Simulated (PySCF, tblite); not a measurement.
# C6H10N2OSi: geometry, infrared bands and NMR shifts

Aim: predict the infrared bands and NMR shifts of C6H10N2OSi (`CC(=O)c1cn(C)nc1[SiH3]`).

Programs: tblite 0.8.0 and PySCF 2.14.0, with density-fitted response routines of our own. Each step states its level of theory. These are calculated values for one molecule in the gas phase, unless marked as measured. Atoms are numbered from 0 throughout.

## Step 1: Starting geometry

20 atoms, charge 0, multiplicity 1; geometry from: force field or distance geometry start.

Bonds of the start (Å): C0–C1 1.51, C1–O2 1.27, C1–C3 1.46, C3–C4 1.39, C4–N5 1.36, N5–C6 1.43, N5–N7 1.34, N7–C8 1.35, C8–Si9 1.83, C8–C3 1.36, C0–H10 1.11, C0–H11 1.11, C0–H12 1.12, C4–H13 1.08, C6–H14 1.12, C6–H15 1.12, C6–H16 1.11, Si9–H17 1.49, Si9–H18 1.48, Si9–H19 1.47.

## Step 2: Optimising the geometry with GFN2-xTB

Job settings and geometry (Å):

```
{"job": {"kind": "relax", "xc": "GFN2-xTB", "basis": "xTB"}, "charge": 0, "multiplicity": 1}
C      2.893200    -0.558700    -0.236300
C      1.828000     0.506100    -0.234000
O      2.151300     1.728800    -0.359700
C      0.420100     0.167300    -0.062900
C     -0.088900    -1.112300     0.115100
N     -1.440800    -1.023700     0.230800
C     -2.338100    -2.116600     0.415600
N     -1.787900     0.265000     0.160400
C     -0.667800     0.989900    -0.018200
Si    -0.673000     2.810900    -0.175300
H      3.551600    -0.487600     0.648700
H      3.474400    -0.476400    -1.180800
H      2.355400    -1.541100    -0.188700
H      0.422300    -2.065600     0.138800
H     -2.678300    -2.506000    -0.572600
H     -3.238400    -1.698100     0.937000
H     -1.927000    -2.910400     1.075600
H     -2.088400     3.252100    -0.285400
H     -0.138600     3.511500     1.008800
H     -0.034200     3.275600    -1.420000
```

Run with:

```
$ OMP_NUM_THREADS=1 python probes_run.py task.json out
```

The driver reads the jobs from task.json and runs them one after another.

**Question.** This job is followed by: GFN2-xTB harmonic vibrations, gas phase; GIAO PBE0/pcSseg-1 NMR shielding, non-relativistic, gas phase. What will the session give for the following? strongest single infrared mode (GFN2-xTB); zero-point energy (GFN2-xTB); 13C shifts against TMS (PBE0/pcSseg-1); 1H shifts against TMS (PBE0/pcSseg-1, means over atoms taken as alike); 17O shifts against H2O (PBE0/pcSseg-1); 15N shifts against NH3 (PBE0/pcSseg-1); 29Si shifts against TMS (PBE0/pcSseg-1); surface potential, 1st and 99th percentile.

**Answer**, as computed:

```
                                                              quantity                                       value
                             strongest single infrared mode (GFN2-xTB)                        807 cm⁻¹, 396 km/mol
                                          zero-point energy (GFN2-xTB)                               92.2 kcal/mol
                                13C shifts against TMS (PBE0/pcSseg-1)  196.7, 155.1, 137.4, 134.0, 39.7, 29.0 ppm
1H shifts against TMS (PBE0/pcSseg-1, means over atoms taken as alike)                  7.72, 4.55, 4.14, 2.48 ppm
                                17O shifts against H2O (PBE0/pcSseg-1)                                   612.9 ppm
                                15N shifts against NH3 (PBE0/pcSseg-1)                            370.5, 239.1 ppm
                               29Si shifts against TMS (PBE0/pcSseg-1)                                   -83.9 ppm
                                 surface potential, 1st and 99th percentile                          -1.69 V and 1.66 V
```

**Reading.** The optimisation took 140 steps and gained 0.558 eV; among the close pairs (by a distance rule), C3–C8 changed most, from 1.365 to 1.421 Å. All 54 modes are real, so the xTB geometry is a minimum. The strongest single mode, at 807 cm⁻¹, is spread over several atoms, H17, H18, H19 among them. GFN2-xTB is a fitted tight-binding method: band positions and strengths are rough. Its intensities can rank the bands wrongly. The most deshielded carbon is C1 (ketone carbonyl carbon), at 196.7 ppm: the double bond to the heteroatom, with no lone-pair donor beside it, deshields it most. At PBE0/pcSseg-1: Shielding is most anisotropic at O2 (span 1131 ppm, paramagnetic term -680 ppm). NICS(1)zz of -28 ppm above the planar ring from C3 marks a diatropic (aromatic) ring current. By nearest atom (PBE0/pcSseg-1), the HOMO sits on O2 57 %; C0, C3 about 8 % each and the LUMO on C1 28 %; O2 21 %.
